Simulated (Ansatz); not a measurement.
# BF3: one structure at several levels

The task here is to estimate one member of a computed series from the others.

Method: single points in def2-TZVPP; program: Ansatz 0.2.0, Gaussian basis.

Cores are frozen in the correlated methods.

## Starting geometry

SMILES `FB(F)F`, 4 atoms, charge 0, spin multiplicity 1.

Atoms are counted from 1 here; the program's logs count them from 0.

Bond lengths: F1–B2 1.328 Å, B2–F3 1.348 Å, B2–F4 1.198 Å. Angles: F1–B2–F3 116.1°, F1–B2–F4 119.4°, F3–B2–F4 124.4°.

Geometry (Å):

| atom | x (Å) | y (Å) | z (Å) |
| --- | --- | --- | --- |
| F1 | 0.59210 | 0.19110 | 1.12930 |
| B2 | 0.01130 | 0.02390 | -0.05270 |
| F3 | -0.24020 | -1.24940 | -0.41580 |
| F4 | -0.28160 | 0.98460 | -0.70640 |

The first run:

run/in.yaml

```yaml
crystal:
  periodic: [false, false, false]
  atoms:
    - {symbol: F, position_ang: [0.592100, 0.191100, 1.129300]}
    - {symbol: B, position_ang: [0.011300, 0.023900, -0.052700]}
    - {symbol: F, position_ang: [-0.240200, -1.249400, -0.415800]}
    - {symbol: F, position_ang: [-0.281600, 0.984600, -0.706400]}
basis:
  gaussian: {orbitals: def2-TZVPP}
correlation: {method: ccsd_t}
output: {forces: true}
```

The command line of these runs was not kept.

Steps of the session up to this table: CCSD(T)/def2-TZVPP; PBE0-D4/def2-TZVPP; wB97M-V/def2-TZVPP; r2SCAN-D4/def2-TZVPP; PBE-D4/def2-TZVPP; revPBE-D4/def2-TZVPP; wB97X-V/def2-TZVPP.

One table of the session follows, with a row left open; its other results are not shown here.

| method | RMS force component (eV/Å) | angle to CCSD(T) forces (°) | dipole (D) |
| --- | --- | --- | --- |
| CCSD(T) | 3.241 | reference | 0.79 |
| PBE0-D4 | 3.134 | 1.4 | 0.79 |
| wB97M-V | ? | ? | ? |
| r2SCAN-D4 | 3.165 | 0.1 | 0.78 |
| PBE-D4 | 3.275 | 4.9 | 0.76 |
| revPBE-D4 | 3.355 | 6.9 | 0.76 |
| wB97X-V | 3.245 | 1.4 | 0.80 |

**Question.** Estimate the row for wB97M-V.

The run gave: RMS force component (eV/Å): 3.191; angle to CCSD(T) forces (°): 0.9; dipole (D): 0.79. In the column «RMS force component (eV/Å)» it lies between r2SCAN-D4 (3.165) and CCSD(T) (3.241).
